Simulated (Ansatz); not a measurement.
# C₂H₇ClSi₂: one species, many methods

The task here is to estimate one member of a computed series from the others.

Program: Ansatz 0.2.0, Gaussian basis. Level of theory: functionals in def2-TZVPP, the program's frozen cores in correlated methods. These are calculated values, not measurements.

Levels to be run: PBE-D4, r2SCAN-D4, PBE0-D4, B3LYP-D4, ωB97X-V, ωB97M-V, B2PLYP; CCSD(T)/def2-TZVPP; MP2/def2-QZVPP; extrapolation to the limit.

**The relaxed structure**

All runs share one geometry, relaxed beforehand with PBE0-D4 in a triple-zeta def2 set.

SMILES `[SiH3]/C=C\[SiH2]Cl`, 12 atoms, charge 0, spin multiplicity 1.

Atoms are counted from 1 here; the program's logs count them from 0.

Bond lengths: Si1–C2 1.868 Å, Si1–H6 1.484 Å, Si1–H7 1.487 Å, Si1–H8 1.486 Å, C2–C3 1.338 Å, C2–H9 1.092 Å, C3–Si4 1.863 Å, C3–H10 1.091 Å, Si4–Cl5 2.061 Å, Si4–H11 1.481 Å, Si4–H12 1.482 Å. Angles: C2–Si1–H6 110.6°, C2–Si1–H7 109.2°, C2–Si1–H8 109.6°, H6–Si1–H7 109.6°, H6–Si1–H8 109.6°, H7–Si1–H8 108.3°, Si1–C2–C3 126.9°, Si1–C2–H9 115.7°, C3–C2–H9 117.4°, C2–C3–Si4 126.8°, C2–C3–H10 117.9°, Si4–C3–H10 115.3°, C3–Si4–Cl5 110.5°, C3–Si4–H11 112.7°, C3–Si4–H12 108.9°, Cl5–Si4–H11 107.3°, Cl5–Si4–H12 107.3°, H11–Si4–H12 110.0°.

Set-up of the first run:

Input file in.yaml:

```yaml
crystal:
  periodic: [false, false, false]
  atoms:
    - {symbol: Si, position_ang: [-1.534541, 0.722345, -0.756182]}
    - {symbol: C, position_ang: [-0.831604, -0.921353, -0.213429]}
    - {symbol: C, position_ang: [0.355381, -1.136362, 0.364826]}
    - {symbol: Si, position_ang: [1.629698, 0.148557, 0.806872]}
    - {symbol: Cl, position_ang: [2.443414, 0.973238, -0.897869]}
    - {symbol: H, position_ang: [-0.663836, 1.836290, -0.306029]}
    - {symbol: H, position_ang: [-2.894912, 0.886201, -0.177740]}
    - {symbol: H, position_ang: [-1.651936, 0.749077, -2.237771]}
    - {symbol: H, position_ang: [-1.461298, -1.792045, -0.407413]}
    - {symbol: H, position_ang: [0.628251, -2.165460, 0.604823]}
    - {symbol: H, position_ang: [1.066692, 1.259043, 1.608840]}
    - {symbol: H, position_ang: [2.732490, -0.504732, 1.550469]}
basis:
  gaussian: {orbitals: def2-TZVPP}
hamiltonian: {xc: pbe, dispersion: d4}
output: {forces: true, orbitals: {seedname: orbitals}}
```

Started as:

```console
$ ansatz run in.yaml --threads 4 --pin off --events-out ev --progress --plain --max-ram 10444MiB
```

Steps of the session up to this table: PBE-D4 (GGA); r2SCAN-D4 (meta-GGA); PBE0-D4 (hybrid); B3LYP-D4 (hybrid); ωB97X-V (range-separated); ωB97M-V (range-separated); B2PLYP (double hybrid); CCSD(T) in def2-TZVPP; MP2 in def2-QZVPP.

One of the session's tables, all rows but one given; the rest of the session is left out.

```
            method  atomisation energy (eV)
            PBE-D4                   43.514
         r2SCAN-D4                   43.345
           PBE0-D4                        ?
          B3LYP-D4                   43.220
           ωB97X-V                   43.482
           ωB97M-V                   43.402
            B2PLYP                   42.688
     HF/def2-TZVPP                   32.825
    MP2/def2-TZVPP                   42.538
   CCSD/def2-TZVPP                   41.631
CCSD(T)/def2-TZVPP                   42.194
           MP2/CBS                   43.650
       CCSD(T)/CBS                   43.307
```

Estimate the missing values for PBE0-D4.

As computed: atomisation energy (eV): 43.172. In the column «atomisation energy (eV)» it lies between B2PLYP (42.688) and B3LYP-D4 (43.220).
